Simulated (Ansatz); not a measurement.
**Sn: response to strain**

Sn is deformed so: equal xy, yz and zx engineering shear strains of +2 %. What stress and forces result, by LAPW, PAW and all-electron datasets made for the crystal?

Computed with Ansatz 0.2.0 (DFT LDA, scalar-relativistic, unless a step's input says otherwise).

**1. The system as given**

Symmetry: Fd-3m, No. 227, cubic system. The conventional cell has a = 6.491 Å, b = 6.491 Å, c = 6.491 Å, α = 90.00°, β = 90.00°, γ = 90.00°. Around Sn (site symmetry -43m) lie 4 Sn at 2.81 Å.

As a file:

```cif
data_structure
_symmetry_space_group_name_H-M 'P 1'
_symmetry_Int_Tables_number 1
_cell_length_a 4.5900
_cell_length_b 4.5900
_cell_length_c 4.5900
_cell_angle_alpha 60.000
_cell_angle_beta 60.000
_cell_angle_gamma 60.000
_cell_volume 68.38
loop_
_atom_site_label
_atom_site_type_symbol
_atom_site_fract_x
_atom_site_fract_y
_atom_site_fract_z
_atom_site_occupancy
Sn1 Sn 0.50000 0.50000 0.50000 1
Sn2 Sn 0.75000 0.75000 0.75000 1
```

Atoms are numbered in the order of the input: Sn1, Sn2.

**2. The deformed structure**

Space group Fd-3m before, R-3m after.

**3. Full-potential LAPW**

input.yaml reads:

```yaml
crystal:
  lattice:
    - [0.064912, 3.278056, 3.278056]
    - [3.278056, 0.064912, 3.278056]
    - [3.278056, 3.278056, 0.064912]
  atoms:
    - { symbol: Sn, position: [0.5, 0.5, 0.5] }
    - { symbol: Sn, position: [0.75, 0.75, 0.75] }
kpoints:
  mp_grid: { grid: [9, 9, 9] }
  band_path:
    path:
      - [0.0, 0.0, 0.0]
      - [0.5, 0.5, 0.5]
      - [0.2451701269, 0.5, 0.7548298731]
      - [-0.2451701269, 0.2451701269, 0.5]
      - [0.0, 0.0, 0.5]
      - [0.0, 0.0, 0.0]
      - [-0.3725850634, 0.0, 0.3725850634]
      - [0.0, 0.3725850634, 0.6274149366]
      - [0.0, 0.5, 0.5]
    npoints: 5
scf:
  occupations: { method: fermi_dirac, width: 0.03 }
hamiltonian:
  xc: lda
  pseudopotentials: { kind: all_electron, lapw: { basis_error: 0.00025 } }
output:
  forces: true
  stress: true
  eigenvalues: true
```

On the command line:

```sh
> ansatz run input.yaml --threads 1 --pin off --max-ram 3072MiB --backend cpu --events-out ev --progress --plain --runs-dir out
```

The log of the run (excerpt; [...] marks lines left out):

```text
LAPW: plane waves up to 8.861 Å⁻¹, error target 2.5e-4 eV per atom; small_component_spin mean_spin; Sn in spheres of 1.396 Å, 22 of its electrons in bands, Dirac shells []
[...]
Pseudopotentials: kind: all_electron
Pseudopotential: Sn, LAPW, valence charge 22, Koelling and Harmon's equation, gaussian nucleus
Functional definition: SPW92
[...]
Crystal: 2 atoms, lattice volume = 68.357 Å³
Basis set: ecut = 299.1691462431916 eV, 821 PW (Γ), exchange–correlation at level 2
Bands: 27, of which v1, the nominal top of the filled ones, is band 22 counted from 1 (21 counted from 0)
Symmetry: 12 space group operations
Space group: R-3m (ITA 166), of the structure as read, at distance tolerance 4.1e-5 Å
k-points: 85 of 729
[...]
SCF iter   1: F=—  HF=-335889.902846 eV  |F-HF|=—  |Δ(HF+E_count)|=         —  Δρ=1.85e-2  dr2=3.01e-1  ethr=6.79e-4  ⟨swp⟩=2.8  Hψ=14821  notcnv=0
[...]
the basis was enlarged: its passes take 398.8 KiB over the memory plan, 1 of 1 planned eigensolver slots
[...]
SCF iter   7: F=-335889.793909 eV  HF=-335889.793909 eV  |F-HF|=9.14e-9  |Δ(HF+E_count)|=   2.54e-6  Δρ=4.39e-6  dr2=1.24e-8  ethr=8.33e-9  ⟨swp⟩=2.1  Hψ=6387  notcnv=0
[...]
NSCF: frozen V_eff on 41 k-points
SCF converged after 7 iterations
Free energy (F): -335889.793909 eV
[...]
E sigma→0 (E₀):  -335889.793407 eV
Entropy (-TS):   -0.001004 eV (-0.502 meV/atom)
Fermi energy:    9.744255 eV
[...]
--- Forces (eV/Å), atoms counted from 1 ---
  atom   1  Sn     0.15770958     0.15770958     0.15770958
  atom   2  Sn    -0.15770958    -0.15770958    -0.15770958
[...]
--- Stress (GPa, compression-positive) ---
       -0.261849      -0.923592      -0.923592
       -0.923592      -0.261849      -0.923592
       -0.923592      -0.923592      -0.261849
  P = ⅓ Tr σ = -0.2618 GPa (-2.618 kbar)
--- Band table (eV; the first three rows and the last of 85) ---
[...]
```

Wall time 52 s (1 thread of Arm Neoverse V1, shared host); peak memory 0.54 GiB.

This run gives: pressure -0.26 GPa; no gap; largest force 0.273 eV/Å.

**4. Frozen-core PAW**

input.yaml reads:

```yaml
crystal:
  lattice:
    - [0.064912, 3.278056, 3.278056]
    - [3.278056, 0.064912, 3.278056]
    - [3.278056, 3.278056, 0.064912]
  atoms:
    - { symbol: Sn, position: [0.5, 0.5, 0.5] }
    - { symbol: Sn, position: [0.75, 0.75, 0.75] }
kpoints:
  mp_grid: { grid: [9, 9, 9] }
scf:
  occupations: { method: fermi_dirac, width: 0.03 }
hamiltonian:
  xc: lda
  pseudopotentials: { kind: paw }
output:
  forces: true
  stress: true
  eigenvalues: true
  efg: { contact_densities: true }
```

On the command line:

```sh
> ansatz run input.yaml --threads 1 --pin off --max-ram 3072MiB --backend cpu --events-out ev --progress --plain --runs-dir out
```

The log of the run (excerpt; [...] marks lines left out):

```text
Sn: output.efg is read without spin–orbit coupling, which moves field gradients at and beside such atoms by some per cent and up to a factor of two; PAW files take it under magnetization.noncollinear and magnetization.spin_orbit
[...]
Pseudopotentials: kind: paw
Pseudopotential: Sn, paw, valence charge 14, recommended cutoff 420 eV (normal)
[... 1 set-up line as earlier in the session ...]
[...]
Crystal: 2 atoms, lattice volume = 68.357 Å³
Basis set: ecut = 420 eV, 1363 PW (Γ)
Bands: 18, of which v1, the nominal top of the filled ones, is band 14 counted from 1 (13 counted from 0)
[... 2 set-up lines as earlier in the session ...]
k-points: 85 of 729
[...]
SCF iter   1: F=—  HF=-11759.016881 eV  |F-HF|=—  |Δ(HF+E_count)|=         —  Δρ=6.11e-3  dr2=1.12e-2  ethr=1.77e-3  ⟨swp⟩=6.1  Hψ=8322  notcnv=0
[...]
  atom   1  Sn     0.15780349     0.15780349     0.15780349
  atom   2  Sn    -0.15780349    -0.15780349    -0.15780349
[...]
--- Stress (GPa, compression-positive) ---
       -0.265305      -0.923654      -0.923654
       -0.923654      -0.265305      -0.923654
       -0.923654      -0.923654      -0.265305
  P = ⅓ Tr σ = -0.2653 GPa (-2.653 kbar)
--- PAW observables at the nuclei: V_zz in 10²¹ V/m², potentials from the cell's mean, atoms counted from 1 ---
  atom   1  Sn V_zz =    +2.771662   η = 0.0000   by run symmetry: allowed
            electrostatic potential = -8170.613776 V   contact ρ = 1231452.136012 e/Å³
  atom   2  Sn V_zz =    +2.771662   η = 0.0000   by run symmetry: allowed
            electrostatic potential = -8170.613776 V   contact ρ = 1231452.136012 e/Å³
--- Band table (eV; the first three rows and the last of 85) ---
  k-point 0: bands = ["-14.1323", "-14.1323", "-14.0794", "-14.0532", "-14.0532", "-13.7694", "-13.7303", "-13.7303", "-13.7255", "-13.7255", "-3.1760", "6.6139", "7.5481", "7.5931", "7.5931", "9.4311", "9.7647", "9.7647"]
[...]
```

Run time: 7 s. Hardware: 1 thread of Arm Neoverse V1, shared host; peak memory 0.39 GiB.

This run gives: pressure -0.27 GPa; no gap; largest force 0.273 eV/Å; Vzz Sn1 2.77 (η = 0.00) (10²¹ V/m²).

**5. Datasets made for this crystal**

input.yaml: that of step 4 with these lines changed.

```diff
@@ -14,3 +14,3 @@
   xc: lda
-  pseudopotentials: { kind: paw }
+  pseudopotentials: { kind: all_electron, datasets: crystal }
 output:
```

On the command line:

```sh
> ansatz run input.yaml --threads 1 --pin off --max-ram 3072MiB --backend cpu --events-out ev --progress --plain --runs-dir out
```

The log of the run (excerpt; [...] marks lines left out):

```text
[...]
band count auto-derived: 19 (N_el = 28.0; filled up to band 14; 18 by the electrons, moments and atoms)
Sn: output.efg is read without spin–orbit coupling, which moves field gradients at and beside such atoms by some per cent and up to a factor of two; PAW files take it under magnetization.noncollinear and magnetization.spin_orbit
[...]
[... 1 set-up line as earlier in the session ...]
Pseudopotential: Sn, paw, valence charge 14, recommended cutoff 240 eV (normal), Koelling and Harmon's equation, gaussian nucleus
[... 1 set-up line as earlier in the session ...]
[...]
Crystal: 2 atoms, lattice volume = 68.357 Å³
Basis set: ecut = 240 eV, 549 PW (Γ)
Bands: 19, of which v1, the nominal top of the filled ones, is band 14 counted from 1 (13 counted from 0)
[... 2 set-up lines as earlier in the session ...]
k-points: 85 of 729
[...]
  atom   1  Sn     0.15781170     0.15781170     0.15781170
  atom   2  Sn    -0.15781170    -0.15781170    -0.15781170
[...]
--- Stress (GPa, compression-positive) ---
       -0.261020      -0.924071      -0.924071
       -0.924071      -0.261020      -0.924071
       -0.924071      -0.924071      -0.261020
  P = ⅓ Tr σ = -0.2610 GPa (-2.610 kbar)
--- PAW observables at the nuclei: V_zz in 10²¹ V/m², potentials from the cell's mean, atoms counted from 1 ---
  atom   1  Sn V_zz =    +2.800249   η = 0.0000   by run symmetry: allowed
            electrostatic potential = -8166.591462 V   contact ρ = 1231334.725400 e/Å³
  atom   2  Sn V_zz =    +2.800249   η = 0.0000   by run symmetry: allowed
            electrostatic potential = -8166.591462 V   contact ρ = 1231334.725400 e/Å³
--- Band table (eV; the first three rows and the last of 85) ---
  k-point 0: bands = ["-11.7710", "-11.7710", "-11.7177", "-11.6915", "-11.6915", "-11.4069", "-11.3677", "-11.3677", "-11.3632", "-11.3632", "-0.8290", "8.9626", "9.8959", "9.9409", "9.9409", "11.7786", "12.1121"]
[...]
```

It took 14 s on 1 thread of Arm Neoverse V1, shared host; peak memory 0.44 GiB.

Result: pressure -0.26 GPa; no gap; largest force 0.273 eV/Å; Vzz Sn1 2.80 (η = 0.00) (10²¹ V/m²).

**6. Stress and forces compared**

Stress (GPa, compression positive):

| method | xx | yy | zz | yz | xz | xy |
| --- | --- | --- | --- | --- | --- | --- |
| LAPW | -0.26 | -0.26 | -0.26 | -0.92 | -0.92 | -0.92 |
| PAW | -0.27 | -0.27 | -0.27 | -0.92 | -0.92 | -0.92 |
| crystal datasets | -0.26 | -0.26 | -0.26 | -0.92 | -0.92 | -0.92 |

Forces (eV/Å):

```csv
atom,LAPW x,LAPW y,LAPW z,PAW x,PAW y,PAW z,crystal datasets x,crystal datasets y,crystal datasets z
Sn1,0.158,0.158,0.158,0.158,0.158,0.158,0.158,0.158,0.158
Sn2,-0.158,-0.158,-0.158,-0.158,-0.158,-0.158,-0.158,-0.158,-0.158
```

```
          method  pressure (GPa)  largest force (eV/Å)  Vzz Sn1 (10²¹ V/m²)  SCF cycles, all passes
            LAPW           -0.26                 0.273                    –                       7
             PAW           -0.27                 0.273                 2.77                       6
crystal datasets           -0.26                 0.273                 2.80                       8
```

**7. Outcome**

| quantity | value |
| --- | --- |
| pressure | LAPW -0.26, PAW -0.27, crystal datasets -0.26 GPa |
| largest shear or deviatoric stress (LAPW) | 0.92 GPa |

In words: The largest part of the stress beyond the pressure is 0.92 GPa in size; the atoms are carried along and not relaxed. No run of the undeformed cell stands beside it, so the pressure holds what the given cell had before the change. PAW: stress within 0.01 GPa of LAPW, forces within 1 meV/Å. Crystal datasets: stress within 0.01 GPa of LAPW, forces within 1 meV/Å.
